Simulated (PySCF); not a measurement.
# SrCd+: bond curves at several levels of theory

What are the lowest state that PBE0 finds, the bond length, vibrational wavenumber and bond energy of SrCd+, and how much do these hang on the method?

The runs use PySCF 2.14.0; Sr def2-SVPD with ECP28, Cd def2-SVPD with ECP28, scalar-relativistic core potentials.

### 1 Set-up

A driver script around PySCF takes these settings:

```json
{"atoms": "Sr, Cd", "charge": "1", "basis": "Sr def2-SVPD with ECP28, Cd def2-SVPD with ECP28", "Hamiltonian": "scalar-relativistic core potentials", "basis functions": "60", "electrons treated": "29", "masses in u": "87.9056, 113.9034", "levels": "PBE0, PBE, r²SCAN, TPSSh, LDA, HF, MP2, SCS-MP2", "grid": "80 radial by 434 angular points", "occupations": "held fixed by the projection of orbital angular momentum", "dissociation limit": "Sr+ + Cd, each in its ground configuration", "starting distance in angstrom": "3.210", "values of 2S to try": "1, 3"}
```

On the command line:

```
> OMP_NUM_THREADS=1 python dia.py task.json out
```

After this run come: The PBE0 curve of the state that the search chose; Other states along the same grid; PBE (GGA); r²SCAN; TPSSh (hybrid meta-GGA); LDA; UHF.

**Question.** What will these runs give? Wanted: for each run, Re; ωe; De; μ.

**Answer**, as computed:

Lowest PBE0 solution found, without spin–orbit coupling: ²Σ⁺ (doublet), unpaired electrons σ ↑. State 3 has its PBE0 minimum 1.57 eV higher. State 4 has its PBE0 minimum 3.61 eV higher. The other levels ran on the lowest alone.

| level | Re (Å) | ωe (cm⁻¹) | De (eV) | μ (D) |
| --- | --- | --- | --- | --- |
| UHF | 3.815 | 60.5 | 0.268 | -5.56 |
| UHF-MP2 | 3.530 | 71.3 | 0.336 | n/a |
| UHF-SCS-MP2 | 3.577 | 67.2 | 0.304 | n/a |
| LDA | 3.407 | 85.0 | 0.57 | -5.91 |
| PBE | 3.537 | 75.8 | 0.469 | -6.01 |
| r²SCAN | 3.524 | 77.7 | 0.451 | -5.96 |
| TPSSh | 3.541 | 77.0 | 0.472 | -5.79 |
| PBE0 | 3.557 | 75.8 | 0.447 | -5.84 |

De is counted to Sr+ + Cd in their ground configurations. A positive dipole points from Sr to Cd; in an ion it is taken about the centre of mass and does not tell which atom is negative.

What this shows: The methods spread over 0.409 Å in bond length, from LDA to UHF. Among the levels with a De in the table, it runs from 0.268 eV (UHF) to 0.57 eV (LDA).

Spin–orbit coupling is left out.
